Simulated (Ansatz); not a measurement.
# CsH3: the cost of one run

Computed with Ansatz 0.2.0 (DFT PBE, scalar-relativistic, plane waves, PAW, unless a step's input says otherwise).

### 1 The structure to begin with

Symmetry: Cc, No. 9, monoclinic system. Conventional cell: a = 12.617 Å, b = 7.284 Å, c = 7.284 Å, α = 90.00°, β = 125.26°, γ = 90.00°. Cs (site symmetry 1) is surrounded by 6 H at 2.55 to 2.76 Å. Around H (site symmetry 1) lie 2 Cs at 2.66 Å. Around H (site symmetry 1) lie 2 Cs at 2.55 to 2.73 Å. Around H (site symmetry 1) lie 2 Cs at 2.58 to 2.76 Å.

Cell or atoms stand a little off a more symmetric structure (R-3c at a tolerance of 0.3 Å), so results at this geometry aren't those of that ideal crystal.

Structure file:

```cif
data_structure
_symmetry_space_group_name_H-M 'P 1'
_symmetry_Int_Tables_number 1
_cell_length_a 7.2845
_cell_length_b 7.2845
_cell_length_c 7.2845
_cell_angle_alpha 120.000
_cell_angle_beta 120.000
_cell_angle_gamma 60.000
_cell_volume 273.33
loop_
_atom_site_label
_atom_site_type_symbol
_atom_site_fract_x
_atom_site_fract_y
_atom_site_fract_z
_atom_site_occupancy
Cs1 Cs 0.50000 0.00000 0.01788 1
Cs2 Cs 0.00000 0.50000 0.51788 1
H1 H 0.66205 0.33795 0.25000 1
H2 H 0.25000 0.16205 0.25000 1
H3 H 0.83795 0.75000 0.25000 1
H4 H 0.33795 0.66205 0.75000 1
H5 H 0.75000 0.83795 0.75000 1
H6 H 0.16205 0.25000 0.75000 1
```

Recipe of the guess: perovskite family, tilts a-a-a-, polar shift along [011] (Cc, No. 9). Lengths come from tabulated atomic sizes and are only a guess.

### 2 Probe: one point on a coarse mesh

input.yaml reads:

```yaml
crystal:
  lattice:
    - [6.30855806, -3.64224769, 0.0]
    - [6.30855806, 3.64224769, 0.0]
    - [-4.20570537, 0.0, 5.94776557]
  atoms:
    - { symbol: Cs, position: [0.5, 0.0, 0.01787577] }
    - { symbol: Cs, position: [0.0, 0.5, 0.51787577] }
    - { symbol: H, position: [0.66204556, 0.33795444, 0.25] }
    - { symbol: H, position: [0.25, 0.16204556, 0.25] }
    - { symbol: H, position: [0.83795444, 0.75, 0.25] }
    - { symbol: H, position: [0.33795444, 0.66204556, 0.75] }
    - { symbol: H, position: [0.75, 0.83795444, 0.75] }
    - { symbol: H, position: [0.16204556, 0.25, 0.75] }
basis:
  ecutwfc: 420
kpoints:
  mp_grid: { grid: [4, 4, 4] }
hamiltonian:
  xc: pbe
scf:
  occupations: { method: gaussian, width: 0.1 }
  lower_state_search: "off"
output:
  forces: true
  stress: true
  eigenvalues: true
```

On the command line:

```bash
ansatz run input.yaml --threads 1 --pin off --max-ram 2560MiB --backend cpu --events-out ev --progress --plain --runs-dir out
```

What time and memory should one allow on 1 thread of Arm Neoverse N1, shared host?

About 18 s, with a peak of 0.45 GiB.
